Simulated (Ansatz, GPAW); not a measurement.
# RuBr₂ with PBE in single-zeta orbitals from a Python script

These are simulated results from GPAW 26.7.0, not measurements. The cell was built from a prototype and was relaxed with r2SCAN in plane waves (Ansatz 0.2.0). It may be hypothetical. It is a single sheet, repeated along a and b, with vacuum along c. All runs are without spin polarisation.

In-plane lattice: a = 3.744 Å, b = 3.744 Å, γ = 120.0°; thickness between the outer nuclei 2.68 Å. Around Ru lie 6 Br at 2.54 Å; around Br lie 3 Ru at 2.54 Å.

The basis is minimal: single zeta, one radial function for each shell that the log's basis lists. It describes the filled bands fairly and the empty ones poorly.

The script, run.py:

```python
import json
from ase import Atoms
from gpaw import GPAW, PW, FermiDirac

atoms = Atoms(['Ru', 'Br', 'Br'],
              cell=[[3.74422944, 0.0, 0.0], [-1.87211472, 3.24259781, 0.0], [0.0, 0.0, 30.20011169]],
              scaled_positions=[[0.0, 0.0, 0.298012143], [0.333333333, 0.666666667, 0.342395646], [0.666666667, 0.333333333, 0.25362864]],
              pbc=True)
calc = GPAW(mode='lcao', basis='sz(dzp)', h=0.2, xc='PBE', kpts={'size': (6, 6, 1), 'gamma': True},
            occupations=FermiDirac(0.02), maxiter=100, legacy_gpaw=True, txt='gpaw.txt')
atoms.calc = calc
res = {'energy': atoms.get_potential_energy(force_consistent=True)}
res['electrons'] = calc.get_number_of_electrons()
res['k'] = calc.get_ibz_k_points().tolist()
res['levels'] = [calc.get_eigenvalues(kpt=i).tolist() for i in range(len(res['k']))]
points = [[0.0, 0.0, 0.0], [0.5, 0.0, 0.0], [0.333333, 0.333333, 0.0], [-0.005208, 0.244792, 0.0], [0.0, 0.226563, 0.0], [0.0, 0.25, 0.0]]
bands = calc.fixed_density(kpts=points, symmetry='off', txt='bands.txt')
res['points'] = [bands.get_eigenvalues(kpt=i).tolist() for i in range(len(points))]
json.dump(res, open('results.json', 'w'))
print('free energy (eV):', round(res['energy'], 5))
```

Command: `python run.py`. It took 6.9 s on 1 thread of Arm Neoverse V2, on a shared host, peak memory 0.22 GiB.

The log gpaw.txt, trimmed of paths, versions and times, then the last line on the terminal. An iter line gives the energy in eV and the logarithms of the changes of orbitals (plane waves alone) and density (c: converged):

```
___ ___ ___ _ _ _
 |   |   |_  | | | |

 | | | | | . | | | |

 |__ |  _|___|_____|  26.7.0
 |___|_|

Input parameters:
  basis: sz(dzp)
  h: 0.2
  kpts: {gamma: True,
         size: (6, 6, 1)}
  maxiter: 100
  mode: lcao
  occupations: {fixmagmom: False,
                name: fermi-dirac,
                width: 0.02}
  xc: PBE

System changes: positions, numbers, cell, pbc, initial_charges, initial_magmoms

Initialize ...

species:
  Ru:
    name:    Ruthenium
    Z:       44.0
    valence: 16
    core:    28
    charge:  0.0  # [|e|]
    compensation charges:
      type: gauss
      rc: 0.39  # [Å]
      lmax: 2
    cutoffs:
      filter: 2.16  # [Å]
      core: 1.30  # [Å]
    projectors
    | kind |    occ | energy [eV] | rcut [Å] |

    |------|--------|-------------|----------|

    |   4s |  2.000 |     -76.316 |    1.281 |

    |   5s |  1.000 |      -4.236 |    1.281 |

    |   4p |  6.000 |     -46.423 |    1.286 |

    |   5p |  0.000 |      -0.913 |    1.286 |

    |   4d |  7.000 |      -5.203 |    1.254 |

    |    d |        |      22.008 |    1.254 |

    LCAO basis set for Ru:
      Name: sz(dzp)
      Number of radial functions: 5
      Number of spherical harmonics: 13
        l=0, rc=3.2969 Bohr: 4s-sz confined orbital
        l=0, rc=9.6875 Bohr: 5s-sz confined orbital
        l=1, rc=3.7656 Bohr: 4p-sz confined orbital
        l=1, rc=14.0938 Bohr: 5p-sz confined orbital
        l=2, rc=6.3281 Bohr: 4d-sz confined orbital
      Number of RI-basis functions 0

  Br:
    name:    Bromine
    Z:       35.0
    valence: 7
    core:    28
    charge:  0.0  # [|e|]
    compensation charges:
      type: gauss
      rc: 0.35  # [Å]
      lmax: 2
    cutoffs:
      filter: 1.98  # [Å]
      core: 2.38  # [Å]
    projectors
    | kind |    occ | energy [eV] | rcut [Å] |

    |------|--------|-------------|----------|

    |   4s |  2.000 |     -20.121 |    1.111 |

    |   4p |  5.000 |      -7.861 |    1.111 |

    |    s |        |       7.091 |    1.111 |

    |    p |        |      19.351 |    1.111 |

    |    d |        |       0.000 |    1.111 |

    LCAO basis set for Br:
      Name: sz(dzp)
      Number of radial functions: 2
      Number of spherical harmonics: 4
        l=0, rc=5.3594 Bohr: 4s-sz confined orbital
        l=1, rc=6.8125 Bohr: 4p-sz confined orbital
      Number of RI-basis functions 0

Reference energy: -265049.620441  # eV

Spin-paired calculation

Convergence criteria:
 Maximum [total energy] change in last 3 cyles: 0.0005 eV / valence electron
 Maximum integral of absolute [dens]ity change: 0.0001 electrons / valence electron
 Maximum integral of absolute [eigenst]ate change: 4e-08 eV^2 / valence electron
 Maximum number of scf [iter]ations: 100
 (Square brackets indicate name in SCF output, whereas a 'c' in
 the SCF output indicates the quantity has converged.)

Symmetries present (total): 2

  ( 1  0  0)  (-1  0  0)
  ( 0  1  0)  ( 1  1  0)
  ( 0  0  1)  ( 0  0  1)

36 k-points: 6 x 6 x 1 Monkhorst-Pack grid + [1/12,1/12,0.000000]
13 k-points in the irreducible part of the Brillouin zone
       k-points in crystal coordinates                weights
   0:     0.00000000    0.00000000    0.00000000          1/36
   1:     0.00000000    0.16666667    0.00000000          2/36
   2:     0.00000000    0.33333333    0.00000000          2/36
   3:     0.00000000    0.50000000    0.00000000          1/36
   4:     0.16666667    0.00000000    0.00000000          4/36
   5:     0.16666667    0.16666667    0.00000000          4/36
   6:     0.16666667    0.50000000    0.00000000          4/36
   7:     0.33333333   -0.16666667    0.00000000          2/36
   8:     0.33333333    0.00000000    0.00000000          4/36
   9:     0.33333333    0.33333333    0.00000000          2/36
          ...
  12:     0.50000000    0.50000000    0.00000000          2/36

Wave functions: LCAO
  Diagonalizer: Serial LAPACK
  Atomic Correction: dense with blas
  Data-type: complex

Occupation numbers: Fermi-Dirac:
  width: 0.0200  # eV

Eigensolver
   LCAO using direct dense diagonalizer

Densities:
  Coarse grid: 16*16*152 grid
  Fine grid: 32*32*304 grid
  Total Charge: 0.000000

Density mixing:
  Method: separate
  Backend: msr1
  Linear mixing parameter: 0.05
  old densities: 10
  Width of damping distribution: 1.1
  Damping of long wavelength oscillations: 20

Hamiltonian:
  XC and Coulomb potentials evaluated on a 32*32*304 grid
  Using the PBE Exchange-Correlation functional
  Interpolation: tri-quintic (5. degree polynomial)
  Poisson solver: FastPoissonSolver using
    Stencil: 8*3+1=25 point O(h^6) finite-difference Laplacian
    FFT axes: [np.int64(0), np.int64(1), np.int64(2)]
    FST axes: []

XC parameters: PBE with 2 nearest neighbor stencil

Memory estimate:
  Process memory now: 145.27 MiB
  Calculator: 35.81 MiB
    Density: 23.27 MiB
      Arrays: 7.72 MiB
      Localized functions: 9.61 MiB
      Mixer: 5.94 MiB
    Hamiltonian: 5.74 MiB
      Arrays: 5.05 MiB
      XC: 0.00 MiB
      Poisson: 0.00 MiB
      vbar: 0.69 MiB
    Wavefunctions: 6.80 MiB
      C [qnM]: 0.09 MiB
      S, T [2 x qmm]: 0.17 MiB
      P [aqMi]: 0.01 MiB
      BasisFunctions: 6.52 MiB
      Eigensolver: 0.00 MiB

Total number of cores used: 1

Number of atoms: 3
Number of atomic orbitals: 21
Number of bands in calculation: 21
Number of valence electrons: 30
Bands to converge: occupied
Positions:
   0 Ru     0.000000    0.000000    9.000000    ( 0.0000,  0.0000,  0.0000)
   1 Br    -0.000000    2.161732   10.340387    ( 0.0000,  0.0000,  0.0000)
   2 Br     1.872115    1.080866    7.659613    ( 0.0000,  0.0000,  0.0000)

Unit cell:
           periodic     x           y           z      points  spacing
  1. axis:    yes    3.744229    0.000000    0.000000    16     0.2027
  2. axis:    yes   -1.872115    3.242598    0.000000    16     0.2027
  3. axis:    yes    0.000000    0.000000   30.200112   152     0.1987

  Lengths:   3.744229   3.744229  30.200112
  Angles:   90.000000  90.000000 120.000000

Effective grid spacing dv^(1/3) = 0.2112

iter:   1   -10.771015        c
iter:   2   -10.660655        c -1.34
iter:   3   -10.260549        c -1.38
iter:   4   -10.222006        c -1.87
iter:   5   -10.221003        c -2.62
iter:   6   -10.220921c       c -3.14
iter:   7   -10.220909c       c -3.64
iter:   8   -10.220909c       c -4.80c

Converged after 8 iterations.

Energy contributions relative to reference atoms: (reference = -265049.620441)

Kinetic:        +38.511574
Potential:      -33.143298
External:        +0.000000
XC:             -15.561564
Entropy (-ST):   -0.000000
Local:           -0.027620
SIC:             +0.000000
--------------------------
Free energy:    -10.220909
Extrapolated:   -10.220909

Showing only first 2 kpts
 Kpt  Band  Eigenvalues  Occupancy
  0    13     -3.42064    2.00000
  0    14     -2.48989    2.00000
  0    15     -0.53780    0.00000
  0    16     -0.53707    0.00000

  1    13     -3.02963    2.00000
  1    14     -2.36851    2.00000
  1    15     -1.18149    0.00000
  1    16     -0.69810    0.00000

Fermi level: -1.78950

Gap: 1.187 eV
Transition (v -> c):
  (s=0, k=4, n=14, [0.17, 0.00, 0.00]) -> (s=0, k=1, n=15, [0.00, 0.17, 0.00])
Direct/indirect transitions are different
Direct gap: 1.187 eV
Transition at: (s=0, k=4, n=14, [0.17, 0.00, 0.00])

free energy (eV): -10.22091
```

The gap in the log is over the mesh alone; results.json adds the listed points. PBE in single-zeta orbitals gives a gap of 1.06 eV. On the same cell, plane-wave PBE (Ansatz, 12×12×1 k points and the special points) gives a gap of 1.07 eV and r2SCAN a gap of 1.53 eV; on shared hosts these took about 12 and 30 core-seconds on the 3-atom cell, against 6.9 for the script. Semilocal gaps usually lie below measured ones.

Spin-orbit coupling is left out.
